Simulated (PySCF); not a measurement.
# KSb (triplet) at other levels of theory

Aim: see what other levels and later steps give for KSb (triplet).

Method: method and basis as typed in the scripts; program: PySCF 2.14.0.

6 further runs of the same task are left out: 6 that didn't finish.

## 1. Starting geometry

KSb (triplet): 2 atoms, charge 0, spin multiplicity 3.

No contacts short enough for the rule that draws bonds.

## 2. Base script

input.py reads:

```python
from pyscf import gto, dft

mol = gto.M(
    atom='K 0 0 0; Sb 0 0 3.476',
    basis='def2-svpd',
    ecp={'Sb': 'def2-svpd'},
    charge=0,
    spin=2,
    symmetry=True,
    verbose=4,
)
mf = dft.UKS(mol, xc='tpss')
mf.kernel()
mf.dip_moment()
print('orbital energies (hartree):', [e[max(0, n-3):n+3].round(4) for e, n in zip(mf.mo_energy, mol.nelec)])
```

The run is started by

```console
> OMP_NUM_THREADS=1 python input.py
```

## 3. MP2 (UHF)

Run 1 changes step after the SCF: none → mp2; SCF type: UKS → UHF; functional: tpss → none (Hartree–Fock); frozen orbitals: none → 9.

input.py: that of step 2 with these lines changed.

```diff
@@ -1,2 +1,2 @@
-from pyscf import gto, dft
+from pyscf import gto, scf, mp
 
@@ -11,4 +11,5 @@
 )
-mf = dft.UKS(mol, xc='tpss')
+mf = scf.UHF(mol)
 mf.kernel()
+mp.MP2(mf, frozen=9).kernel()
 mf.dip_moment()
```

## 4. Wb97

Run 2 changes functional: tpss → wb97.

input.py: that of step 2 with these lines changed.

```diff
@@ -11,3 +11,3 @@
 )
-mf = dft.UKS(mol, xc='tpss')
+mf = dft.UKS(mol, xc='wb97')
 mf.kernel()
```

## 5. M062x

Run 3 changes functional: tpss → m062x.

input.py: that of step 2 with these lines changed.

```diff
@@ -11,3 +11,3 @@
 )
-mf = dft.UKS(mol, xc='tpss')
+mf = dft.UKS(mol, xc='m062x')
 mf.kernel()
```

## 6. MP2 (UHF)

Run 4 changes step after the SCF: none → mp2; SCF type: UKS → UHF; functional: tpss → none (Hartree–Fock).

input.py: that of step 2 with these lines changed.

```diff
@@ -1,2 +1,2 @@
-from pyscf import gto, dft
+from pyscf import gto, scf, mp
 
@@ -11,4 +11,5 @@
 )
-mf = dft.UKS(mol, xc='tpss')
+mf = scf.UHF(mol)
 mf.kernel()
+mp.MP2(mf).kernel()
 mf.dip_moment()
```

Before running it: what results should come out? Wanted: for each run, E(SCF); from base; gap, α spin; SCF dipole; after the SCF.

As calculated:

```csv
run,E(SCF) (hartree),from base (eV),cycles,"gap, α spin (eV)",SCF dipole (D),after the SCF
base,-840.006977,0,12,1.70,8.96,n/a
MP2 (UHF),-838.360995,not comparable,14,5.78,10.84,"MP2 correlation -3.645 eV, core frozen"
wb97,-840.118869,not comparable,13,5.85,11.28,n/a
m062x,-840.012114,not comparable,13,3.61,10.23,n/a
MP2 (UHF),-838.360995,not comparable,14,5.78,10.84,MP2 correlation -4.073 eV
```

**Reading.** The α-spin gap between the frontier levels is 1.7 eV with tpss (0 % exact exchange) and 3.6 eV with m062x (54 %): exact exchange opens it. Total energies of different functionals can't be compared with each other; differences within one functional can.
